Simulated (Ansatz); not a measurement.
# CH7GeN: search for a transition state

Is there a first-order saddle for this 1,2-elimination, which should form H2–H5 and break Ge1–H2, N3–H5, and which two structures does it connect?

Computed with Ansatz 0.2.0, Gaussian basis. Level: PBE0-D4, def2-SVP first, then def2-TZVP.

21 further runs of the same task are left out: 21 set aside as unsound or not needed.

### 1 The system as given

The guess: 10 atoms, charge 0, spin multiplicity 1.

Atoms are counted from 1 here; the program's logs count them from 0.

Bond lengths: Ge1–N3 1.776 Å, Ge1–H6 1.572 Å, Ge1–H7 1.554 Å, N3–C4 1.448 Å, C4–H8 1.096 Å, C4–H9 1.092 Å, C4–H10 1.091 Å. Angles: N3–Ge1–H6 121.1°, N3–Ge1–H7 131.1°, H6–Ge1–H7 102.0°, Ge1–N3–C4 130.4°, N3–C4–H8 112.3°, N3–C4–H9 110.7°, N3–C4–H10 108.6°, H8–C4–H9 108.4°, H8–C4–H10 108.7°, H9–C4–H10 108.1°.

Geometry (Å):

```mol
CH7GeN
  3D, bonds by distance, orders not assigned

 10  7  0  0  0  0  0  0  0  0999 V2000
    0.1630    1.4056    0.0980 Ge  0  0
    1.8727    0.8837   -0.7836 H   0  0
    0.3067   -0.3526   -0.1092 N   0  0
   -0.6271   -1.4132    0.2064 C   0  0
    1.4062    0.0175   -0.7947 H   0  0
   -0.4158    2.0238    1.4228 H   0  0
   -0.1124    2.5358   -0.9329 H   0  0
   -1.3695   -1.5637   -0.5862 H   0  0
   -1.1561   -1.1973    1.1375 H   0  0
   -0.0675   -2.3396    0.3419 H   0  0
  1  3  8  0
  1  6  8  0
  1  7  8  0
  3  4  8  0
  4  8  8  0
  4  9  8  0
  4 10  8  0
M  END
```

Distances that are to change: H2–H5 0.98 Å, Ge1–H2 1.99 Å, N3–H5 1.35 Å.

### 2 Relaxing the guess with the reacting distances held

hold/in.yaml reads:

```yaml
crystal:
  periodic: [false, false, false]
  atoms:
    - {symbol: Ge, position_ang: [0.163000, 1.405600, 0.098000]}
    - {symbol: H, position_ang: [1.872700, 0.883700, -0.783600]}
    - {symbol: N, position_ang: [0.306700, -0.352600, -0.109200]}
    - {symbol: C, position_ang: [-0.627100, -1.413200, 0.206400]}
    - {symbol: H, position_ang: [1.406200, 0.017500, -0.794700]}
    - {symbol: H, position_ang: [-0.415800, 2.023800, 1.422800]}
    - {symbol: H, position_ang: [-0.112400, 2.535800, -0.932900]}
    - {symbol: H, position_ang: [-1.369500, -1.563700, -0.586200]}
    - {symbol: H, position_ang: [-1.156100, -1.197300, 1.137500]}
    - {symbol: H, position_ang: [-0.067500, -2.339600, 0.341900]}
basis:
  gaussian: {orbitals: def2-SVP}
hamiltonian: {xc: pbe0, dispersion: d4}
relax: {f_tol: 0.08, max_steps: 120, escape_saddle: false, constraints: [{distance: [1, 4]}, {distance: [0, 1]}, {distance: [2, 4]}]}
```

The command line of these runs was not kept.

After this run come: Force constants to start from; Saddle search in the small basis; Saddle search in triple zeta; Checking the order of the point; Relaxing after a step of 0.30 Å one way along the mode; Relaxing after a step of 0.30 Å the other way along the mode.

Q: Predict the outcome of this session. Wanted: imaginary mode; barrier from the start side; barrier from the end side; energy of the step; pairs that change; zero-point energy at the saddle.

**Answer**, as computed:

```
                       quantity                                      value
                 imaginary mode                                 1515i cm⁻¹
    barrier from the start side                                   3.822 eV
      barrier from the end side                                   1.349 eV
             energy of the step                                  +2.473 eV
              pairs that change  H2–H5 formed, Ge1–H2 broken, N3–H5 broken
zero-point energy at the saddle                                   1.876 eV
```

What this shows: One imaginary mode, 1515i cm⁻¹, makes this a first-order saddle. Going downhill both ways gives the intended start and end. At PBE0-D4/def2-TZVP the electronic barrier is 3.822 eV, about 149 kT at 298 K, and the step runs 2.473 eV uphill. The barrier is thin enough for tunnelling; the leading (Wigner) term alone is a factor of 3.2 at 298 K. A step off the saddle overshot and began above it in energy, so the link to its end is likely but not proven. The ends are the nearest minima, not always the lowest complexes.
